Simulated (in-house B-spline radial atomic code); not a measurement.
# Dy⁴⁺: excited configurations

Wanted: excitation energies of Dy⁴⁺ as differences of total energies (ΔSCF).

Method: Dirac-Hartree-Fock, average of configuration, Fermi nucleus, basis-set limit. Code: in-house B-spline radial atomic code version 1.

## (1) The system

- element: dysprosium (Z = 66)
- charge: +4
- electrons: 62
- configuration: [Xe] 4f8
- Hamiltonian: Dirac-Coulomb
- nucleus: Fermi, rms radius 5.222 fm

The outer shells:

[Xe] 4f8
```
[Xe] core
4f [↑↓][↑ ][↑ ][↑ ][↑ ][↑ ][↑ ]
```

The boxes draw the filling by Hund's rule, which heavy ions in jj coupling don't follow; these runs average over all states of the configuration.

Input settings:

```ini
Z = 66
electrons = 62.0
configuration = [Xe] 4f8
hamiltonian = dirac
method = hf
spin_polarised = False
nucleus = fermi
rms_radius = 5.2218
mass_number = 164
atomic_mass = 163.929180819
speed_of_light = 137.035999084
```

The reference is known from an earlier run: -12158.683495 hartree in all. Up to eight levels, counted from the top:

```csv
orbital,occupation,energy (eV),<r> (bohr)
4p3/2,4,-372.76,0.5678
4d3/2,4,-235.49,0.5999
4d5/2,6,-228.35,0.6103
5s1/2,2,-107.14,1.265
5p1/2,2,-80.438,1.383
5p3/2,4,-74.490,1.459
4f5/2,3.42857,-68.199,0.7412
4f7/2,4.57143,-67.183,0.7493
```

## (2) Run with [Kr] 4d10 4f8 5s2 5p5 8f1

Input settings:

```ini
Z = 66
electrons = 62.0
configuration = [Kr] 4d10 4f8 5s2 5p5 8f1
hamiltonian = dirac
method = hf
spin_polarised = False
nucleus = fermi
rms_radius = 5.2218
mass_number = 164
atomic_mass = 163.929180819
speed_of_light = 137.035999084
```

## (3) [Kr] 4d10 4f8 5s2 5p5 6s1

Changes to the settings of step 2:

```diff
@@ -2,3 +2,3 @@
 electrons = 62.0
-configuration = [Kr] 4d10 4f8 5s2 5p5 8f1
+configuration = [Kr] 4d10 4f8 5s2 5p5 6s1
 hamiltonian = dirac
```

## (4) [Kr] 4d10 4f8 5s2 5p5 9d1

Changes to the settings of step 3:

```diff
@@ -2,3 +2,3 @@
 electrons = 62.0
-configuration = [Kr] 4d10 4f8 5s2 5p5 6s1
+configuration = [Kr] 4d10 4f8 5s2 5p5 9d1
 hamiltonian = dirac
```

## (5) [Xe] 4f7 8f1

Changes to the settings of step 4:

```diff
@@ -2,3 +2,3 @@
 electrons = 62.0
-configuration = [Kr] 4d10 4f8 5s2 5p5 9d1
+configuration = [Xe] 4f7 8f1
 hamiltonian = dirac
```

## (6) Run with [Kr] 4d9 4f8 5s2 5p6 5d1

Changes to the settings of step 5:

```diff
@@ -2,3 +2,3 @@
 electrons = 62.0
-configuration = [Xe] 4f7 8f1
+configuration = [Kr] 4d9 4f8 5s2 5p6 5d1
 hamiltonian = dirac
```

## (7) Configuration [Kr] 4d10 4f8 5s2 5p5 7f1

Changes to the settings of step 6:

```diff
@@ -2,3 +2,3 @@
 electrons = 62.0
-configuration = [Kr] 4d9 4f8 5s2 5p6 5d1
+configuration = [Kr] 4d10 4f8 5s2 5p5 7f1
 hamiltonian = dirac
```

Q: How far above the reference does each configuration lie (order and size, in eV)?

**Answer**, as computed:

| net move | configuration | energy above the reference (eV) | with Breit, QED, recoil (eV) | largest <r> (bohr) |
| --- | --- | --- | --- | --- |
| 5p → 6s | [Kr] 4d10 4f8 5s2 5p5 6s1 | 37.991 | 37.952 | 2.81 |
| 4f → 8f | [Xe] 4f7 8f1 | 55.512 | 55.671 | 13.4 |
| 5p → 7f | [Kr] 4d10 4f8 5s2 5p5 7f1 | 66.263 | 66.184 | 9.62 |
| 5p → 9d | [Kr] 4d10 4f8 5s2 5p5 9d1 | 68.746 | 68.669 | 14.2 |
| 5p → 8f | [Kr] 4d10 4f8 5s2 5p5 8f1 | 68.767 | 68.689 | 13.5 |
| 4d → 5d | [Kr] 4d9 4f8 5s2 5p6 5d1 | 179.22 | 179.12 | 1.87 |

Quantum defects of the promoted electron, δ = n − ζ/√(−2ε) with ζ = 5 and ε its orbital energy in hartree:

| promotion | δ |
| --- | --- |
| 5p → 6s | 2.999 |
| 4f → 8f | 1.016 |
| 5p → 7f | 0.997 |
| 5p → 9d | 2.007 |
| 5p → 8f | 0.997 |

The energies run from 37.991 eV (5p → 6s) to 179.22 eV (4d → 5d). Koopmans' estimate of the ionisation threshold is 67.183 eV; 3 configurations exceed it by over 2 % and could autoionise. Of those tabulated, the defect is largest for 6s (3.00) and least for 8f (1.00): low angular momentum penetrates the core, high angular momentum stays outside it. Two partly filled shells share a symmetry and can mix in the average, which may lower the energy, for: 4f → 8f; 5p → 7f; 5p → 8f; 4d → 5d. These are averages over configurations, without correlation, not spectroscopic levels.
